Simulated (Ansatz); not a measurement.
# Si3N4: the cost of one run

Method: DFT r2SCAN, scalar-relativistic, plane waves, PAW, in Ansatz 0.2.0.

### 1 The structure to begin with

The structure is cubic, space group I-43d (No. 220). The conventional cell has a = 6.442 Å, b = 6.442 Å, c = 6.442 Å, α = 90.00°, β = 90.00°, γ = 90.00°. Si (site symmetry -4) is surrounded by 4 N at 1.74 Å. N (site symmetry 3) has 3 Si at 1.74 Å as nearest neighbours.

Structure file:

```
Si N
1.0
    -3.22120    3.22120    3.22120
     3.22120   -3.22120    3.22120
     3.22120    3.22120   -3.22120
Si N
6 8
Direct
  0.25000 0.12500 0.87500
  0.87500 0.25000 0.12500
  0.75000 0.37500 0.62500
  0.62500 0.75000 0.37500
  0.12500 0.87500 0.25000
  0.37500 0.62500 0.75000
  0.56244 0.56244 0.56244
  0.43756 0.50000 0.00000
  0.50000 0.00000 0.93756
  0.00000 0.43756 0.50000
  0.93756 0.50000 0.00000
  0.06244 0.06244 0.06244
  0.00000 0.93756 0.50000
  0.50000 0.00000 0.43756
```

This cell was relaxed beforehand with the same method: volume 9.55 Å³/atom, gap on the mesh 4.75 eV.

### 2 Back to the database's cell

input.yaml

```yaml
crystal:
  lattice:
    - [-3.23735, 3.23735, 3.23735]
    - [3.23735, -3.23735, 3.23735]
    - [3.23735, 3.23735, -3.23735]
  atoms:
    - { symbol: Si, position: [0.25, 0.125, 0.875] }
    - { symbol: Si, position: [0.875, 0.25, 0.125] }
    - { symbol: Si, position: [0.75, 0.375, 0.625] }
    - { symbol: Si, position: [0.625, 0.75, 0.375] }
    - { symbol: Si, position: [0.125, 0.875, 0.25] }
    - { symbol: Si, position: [0.375, 0.625, 0.75] }
    - { symbol: "N", position: [0.5628, 0.5628, 0.5628] }
    - { symbol: "N", position: [0.4372, 0.5, 0.0] }
    - { symbol: "N", position: [0.5, 0.0, 0.9372] }
    - { symbol: "N", position: [0.0, 0.4372, 0.5] }
    - { symbol: "N", position: [0.9372, 0.5, 0.0] }
    - { symbol: "N", position: [0.0628, 0.0628, 0.0628] }
    - { symbol: "N", position: [0.0, 0.9372, 0.5] }
    - { symbol: "N", position: [0.5, 0.0, 0.4372] }
basis:
  ecutwfc: 500
kpoints:
  mp_grid: { grid: [6, 6, 6] }
hamiltonian:
  xc: r2scan
scf:
  occupations: { method: gaussian, width: 0.02 }
output:
  forces: true
  stress: true
  eigenvalues: true
  populations: true
```

Command:

```
$ ansatz run input.yaml --threads 4 --pin off --max-ram 10240MiB --backend cpu --events-out ev --progress --plain --runs-dir out
```

Q: Estimate wall time and peak memory on 4 threads of Intel Xeon at 2.50GHz (Skylake/Cascade Lake), shared host.

About 13 s, with a peak of 0.79 GiB.
